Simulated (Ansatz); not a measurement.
# ScCl2F: basis-set convergence

An exercise on one series of results from a longer session: the logs are not shown, and one member is left open.

Program: Ansatz 0.2.0, Gaussian basis. Level of theory: one geometry, several basis sets. These are calculated values, not measurements.

The runs, in order: PBE0-D4/def2-SVP; ωB97M-V/def2-SVP; PBE0-D4/def2-QZVPP; ωB97M-V/def2-QZVPP; the functionals' def2-TZVPP values are taken from earlier runs.

### Structure used throughout

All runs share one geometry, relaxed beforehand with PBE0-D4 in a triple-zeta def2 set.

SMILES `[F][Sc]([Cl])[Cl]`, 4 atoms, charge 0, spin multiplicity 1.

Atoms are counted from 1 here; the program's logs count them from 0.

Bond lengths: F1–Sc2 1.815 Å, Sc2–Cl3 2.282 Å, Sc2–Cl4 2.282 Å. Angles: F1–Sc2–Cl3 119.0°, F1–Sc2–Cl4 119.0°, Cl3–Sc2–Cl4 122.1°.

As a file:

```
atom     x (Å)     y (Å)     z (Å)
  F1   0.47919   1.12896   1.45626
 Sc2   0.03780   0.04392   0.07042
 Cl3   0.98464  -2.02820  -0.05541
 Cl4  -1.44613   0.79502  -1.49158
```

The first run:

in.yaml reads:

```yaml
crystal:
  periodic: [false, false, false]
  atoms:
    - {symbol: F, position_ang: [0.479187, 1.128960, 1.456265]}
    - {symbol: Sc, position_ang: [0.037797, 0.043919, 0.070423]}
    - {symbol: Cl, position_ang: [0.984644, -2.028204, -0.055413]}
    - {symbol: Cl, position_ang: [-1.446128, 0.795025, -1.491575]}
basis:
  gaussian: {orbitals: def2-SVP}
hamiltonian: {xc: pbe0, dispersion: d4}
output: {orbitals: {seedname: orbitals}}
```

Among the steps run: PBE0-D4 in def2-SVP; ωB97M-V in def2-SVP; PBE0-D4 in def2-QZVPP; ωB97M-V in def2-QZVPP.

One of the session's tables, all rows but one given; the rest of the session is left out.

It belongs to the step «Functionals by basis». 

| functional | basis | HOMO (eV) | LUMO (eV) |
| --- | --- | --- | --- |
| PBE0-D4 | def2-SVP | -9.09 | -3.02 |
| PBE0-D4 | def2-TZVPP | -9.32 | -3.08 |
| PBE0-D4 | def2-QZVPP | -9.32 | -3.06 |
| ωB97M-V | def2-SVP | -11.26 | -1.12 |
| ωB97M-V | def2-TZVPP | -11.57 | -1.31 |
| ωB97M-V | def2-QZVPP | ? | ? |

**Question.** Estimate the row for ωB97M-V, def2-QZVPP.

As computed: HOMO (eV): -11.58; LUMO (eV): -1.31. In the column «HOMO (eV)» it is the lowest.
